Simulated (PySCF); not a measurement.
# C7H7NOS: the cost of one run

Computed with PySCF 2.14.0; each step states its level. No surroundings beyond the atoms listed, unless a continuum is named. Atoms count from 0, parts from 1.

## 1. The system as given

17 atoms, charge 0, multiplicity 1; geometry: GFN2-xTB parts, rigid stack. Parts: 1 = atoms 0–8, `c1ccoc1`, charge 0; 2 = atoms 9–16, `c1cscn1`, charge 0.

## 2. Counterpoise and decomposition: T, height 5, slip 0.8 Å, twist 0°

What the job is given:

```
{"job": {"kind": "inter", "xc": "PBE0", "basis": "def2-SVP", "disp": "d3bj"}, "charge": 0, "multiplicity": 1, "parts": [{"atoms": "0-8", "charge": 0, "multiplicity": 1}, {"atoms": "9-16", "charge": 0, "multiplicity": 1}]}
C      0.940807     0.713400    -0.000009
C      0.948353    -0.703638     0.000019
C     -0.357857    -1.081091    -0.000022
O     -1.162106    -0.006029     0.000016
C     -0.369197     1.077359    -0.000004
H      1.791823     1.362958    -0.000158
H      1.806059    -1.344502     0.000721
H     -0.825857    -2.045293    -0.000528
H     -0.847045     2.036810     0.000225
C      0.799934     0.909793     5.735135
C      0.800073     1.089175     4.388292
S      0.799948    -0.430665     3.585118
C      0.800031    -1.187686     5.149125
N      0.800013    -0.380617     6.142330
H      0.799951     1.690611     6.473304
H      0.800171     2.002660     3.829697
H      0.800491    -2.255129     5.240148
```

Method: PBE0-D3(BJ)/def2-SVP interaction energy, counterpoise and uncorrected, gas phase.

Launch:

```sh
$ OMP_NUM_THREADS=1 python cluster_run.py task.json out
```

This one command runs all jobs of the session in turn.

**Question.** How long does this first job take on 1 thread of Intel Xeon 6975P-C, shared host, and how much memory does it need?

About 44 s, with a peak of 0.58 GiB.
